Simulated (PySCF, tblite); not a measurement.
**C₆H₁₀NS radical: geometry, infrared bands and EPR parameters**

Aim: predict the infrared bands and EPR parameters of C₆H₁₀NS radical (`C=CC(C=C)[C@@H](N)[S]`).

Programs: tblite 0.8.0 and PySCF 2.14.0, with density-fitted response routines of our own. Each step states its level of theory. These are calculated values for one molecule in the gas phase, unless marked as measured. Atoms are numbered from 0 throughout.

### Step 1. The molecule as given

18 atoms, charge 0, multiplicity 2; geometry from: force field or distance geometry start.

Bonds of the start (Å): C0–C1 1.35, C1–C2 1.52, C2–C3 1.54, C3–C4 1.33, C2–C5 1.58, C5–N6 1.46, C5–S7 1.80, C0–H8 1.08, C0–H9 1.08, C1–H10 1.09, C2–H11 1.09, C3–H12 1.08, C4–H13 1.08, C4–H14 1.09, C5–H15 1.11, N6–H16 1.03, N6–H17 1.02.

### Step 2. Optimising the geometry with GFN2-xTB

What the job is given:

```
{"job": {"kind": "relax", "xc": "GFN2-xTB", "basis": "xTB"}, "charge": 0, "multiplicity": 2}
C      2.408900    -0.992400    -0.782800
C      1.055100    -0.960700    -0.801100
C      0.206100    -0.070500     0.085000
C     -0.445300     1.018200    -0.791900
C     -0.145000     2.314500    -0.726200
C     -0.797800    -0.897000     0.974600
N     -1.562400    -0.058400     1.891500
S     -2.167100    -1.729300     0.145300
H      2.946400    -1.671700    -1.429700
H      2.965000    -0.340600    -0.122400
H      0.513900    -1.637500    -1.457300
H      0.867200     0.440500     0.789100
H     -1.214300     0.666400    -1.466600
H      0.606400     2.692300    -0.045900
H     -0.659100     3.031300    -1.374400
H     -0.193900    -1.584100     1.595400
H     -2.263400    -0.721100     2.239200
H     -2.129800     0.506600     1.266700
```

The run is started by

```sh
$ OMP_NUM_THREADS=1 python probes_run.py task.json out
```

The driver reads the jobs from task.json and runs them one after another.

**Question.** This job is followed by: GFN2-xTB harmonic vibrations, gas phase; UKS B3LYP, pcH-1 on C H N S, non-relativistic, mean-field spin-orbit, GIAO. Predict these results of the whole session: strongest single infrared mode (GFN2-xTB); zero-point energy (GFN2-xTB); g(iso) (B3LYP); ⟨S²⟩; largest a(iso) (averaged by class); potential on the surface of density 0.002 e/bohr³, 1st and 99th percentile; property runs in this session.

As calculated:

```
                                                                  quantity                                            value
                                 strongest single infrared mode (GFN2-xTB)                             870 cm⁻¹, 210 km/mol
                                              zero-point energy (GFN2-xTB)                                    90.9 kcal/mol
                                                            g(iso) (B3LYP)                                          2.17833
                                                                      ⟨S²⟩                               0.753 (exact 0.75)
                                        largest a(iso) (averaged by class)                             13C on C5, -17.0 MHz
potential on the surface of density 0.002 e/bohr³, 1st and 99th percentile                               -1.04 V and 1.49 V
                                             property runs in this session  1, of which 0 failed and 1 gave unsound results
```

What this shows: Relaxing lowered the energy by 0.509 eV in 96 steps; the close pair that moved most is C2–C3, from 1.542 to 1.502 Å. All 48 modes are real, so the xTB geometry is a minimum. The strongest single mode, at 870 cm⁻¹, is spread over several atoms, H16, H17, N6, C2 among them. Unscaled tight-binding wavenumbers are off by several per cent, some by more. Its intensities can rank the bands wrongly. S7 carries the largest spin population, 0.92 e. The isotropic g lies 176.0 ppt above the free-electron value. These values are not to be trusted: the run shows nearly degenerate orbitals, where second-order g theory doesn't apply.
